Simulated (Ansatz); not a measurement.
# CuS: the cost of one run

Method: DFT LDA, scalar-relativistic, plane waves, PAW, in Ansatz 0.2.0.

2 further runs of the same task are left out: 2 set aside as unsound or not needed.

## 1. The system as given

The structure is cubic, space group F-43m (No. 216). Conventional cell: a = 5.160 Å, b = 5.160 Å, c = 5.160 Å, α = 90.00°, β = 90.00°, γ = 90.00°. Cu (site symmetry -43m) is surrounded by 4 S at 2.23 Å. S (site symmetry -43m) has 4 Cu at 2.23 Å as nearest neighbours.

Structure file:

```xyz
2
Lattice="0.0000 2.5800 2.5800 2.5800 0.0000 2.5800 2.5800 2.5800 0.0000" Properties=species:S:1:pos:R:3 pbc="T T T"
Cu    1.2900    1.2900    1.2900
S     0.0000    0.0000    0.0000
```

Source of the structure: the Materials Project (structure only).

## 7. The grid

The energy is mapped over two homogeneous strains; x, y and z are the crystal's own axes (z along the conventional c), which in the input's Cartesian frame point along (1.00, 0.00, 0.00), (0.00, 0.00, -1.00), (0.00, 1.00, 0.00).

First coordinate, engineering shear strain xz: 5 values from −22 to 22 %. Second coordinate, normal strain along z: 5 values from −7.0 %.

Nothing else is relaxed (fractional coordinates fixed). Energies count from the relaxed crystal. Points are written as (first, second).

(The set-up runs are not shown.)

## 8. Point (0 %, 7.0 %)

input.yaml reads:

```yaml
crystal:
  lattice:
    - [0.0, 2.7121271793, 2.5346982984]
    - [2.5346982984, 0.0, 2.5346982984]
    - [2.5346982984, 2.7121271793, 0.0]
  atoms:
    - { symbol: Cu, position: [0.25, 0.25, 0.25] }
    - { symbol: S, position: [0.0, 0.0, 0.0] }
basis:
  ecutwfc: 520.0
kpoints:
  mp_grid: { grid: [16, 16, 16] }
hamiltonian:
  xc: lda
  pseudopotentials: { kind: paw }
scf:
  occupations: { method: gaussian, width: 0.15 }
output:
  forces: true
  stress: true
  eigenvalues: true
```

Run with:

```bash
$ ansatz run input.yaml --threads 1 --pin off --max-ram 2048MiB --backend cpu --events-out ev --progress --plain --runs-dir out
```

What time and memory should one allow on 1 thread of Arm Neoverse N1, shared host?

About 53 s, with a peak of 0.54 GiB.
